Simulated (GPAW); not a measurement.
The system is CsLiCr2Te2S3.

```
Cs Li Cr Te S
1.0
     3.42162   -5.18069    0.00784
     3.42162    5.18069    0.00784
    -2.90411    0.00000    7.43093
Cs Li Cr Te S
1 1 2 2 3
Direct
  0.09374 0.09374 0.00853
  0.58875 0.58875 0.55336
  0.05646 0.46755 0.55790
  0.46755 0.05646 0.55790
  0.56486 0.87357 0.29035
  0.87357 0.56486 0.29035
  0.81151 0.39697 0.73347
  0.39697 0.81151 0.73347
  0.21404 0.21404 0.48371
```

The cell was built by a generator and needn't be a form met in nature.

Base run:

| Property | Result |
| --- | --- |
| Program | GPAW 26.7.0 |
| Functional | PBE |
| Potentials or basis | GPAW PAW data sets (gpaw-data 1.2.1) |
| Cutoff | 800 eV |
| Basis | pw |
| k mesh | 4 × 4 × 3 |
| Occupations | fermi-dirac, width 0.05 eV |
| Spin | collinear spin, ferromagnetic start |
| Starting moments | [0.0, 0.0, 3.0, 3.0, 0.0, 0.0, 0.0, 0.0, 0.0] μB |

Its results: pressure 0.2 GPa; net moment 4.02 μB per cell; site moments Cs -0.00; Li +0.00; Cr +2.20; Te -0.16; S -0.07 μB; largest force 0.107 eV/Å.

Task: After a change of settings the same cell gave: pressure 2.4 GPa; net moment 4.96 μB per cell; site moments Cs -0.00; Li +0.00; Cr +2.83; Te -0.17; S -0.13, -0.15 μB; largest force 0.983 eV/Å. Which change was it?
A. functional from PBE to PW91; potentials or basis from GPAW PAW data sets (gpaw-data 1.2.1) to PAW data sets generated in the run's folder for this functional
B. functional from PBE to AM05; potentials or basis from GPAW PAW data sets (gpaw-data 1.2.1) to PAW data sets generated in the run's folder for this functional
C. functional from PBE to revPBE; potentials or basis from GPAW PAW data sets (gpaw-data 1.2.1) to the program's PAW data sets (release 1.2.1) made for this functional
D. hubbard terms from none to Cr d U = 2 eV

Result: D.

Caveats: only a ferromagnetic start was run, and an antiferromagnetic order may lie lower in energy.

Not every run made on this cell is shown here.
